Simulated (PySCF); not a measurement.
# C3H6BFO: the cost of one run

Computed with PySCF 2.14.0, with density-fitted response routines of our own, on a single molecule in the gas phase. Atoms count from 0, in the outputs and in this text.

## 1. The molecule as given

12 atoms, charge 0, multiplicity 1; geometry from: PBE0-D3(BJ)/def2-SVP.

Bonds of the start (Å): B0–C1 1.51, C1–F2 1.34, C1–C3 1.36, C3–O4 1.32, O4–C5 1.41, B0–H6 1.21, B0–H7 1.21, C3–H8 1.10, C5–H9 1.10, C5–H10 1.10, C5–H11 1.10.

## 2. NMR shieldings: HF/pcSseg-2

What the job is given:

```
{"job": {"kind": "nmr", "xc": "HF", "basis": "pcSseg-2", "pop": false}, "charge": 0, "multiplicity": 1}
B      2.480552     0.159716    -0.511854
C      1.303751    -0.538204     0.134249
F      1.446432    -1.676117     0.833236
C      0.048043    -0.020403     0.028837
O     -1.018401    -0.586584     0.564254
C     -2.248651     0.086460     0.417939
H      2.268383     1.178187    -1.128038
H      3.599797    -0.280635    -0.419234
H     -0.091434     0.909038    -0.535397
H     -3.033834    -0.601085     0.754620
H     -2.435162     0.357344    -0.634616
H     -2.276839     0.996755     1.039660
```

Level: GIAO HF/pcSseg-2 NMR shielding, non-relativistic, gas phase.

On the command line:

```
> OMP_NUM_THREADS=1 python probes_run.py task.json out
```

The driver reads the jobs from task.json and runs them one after another.

**Question.** How long does this first job take on 1 thread of Arm Neoverse V1, shared host, and how much memory does it need?

About 41 s, with a peak of 1.1 GiB.
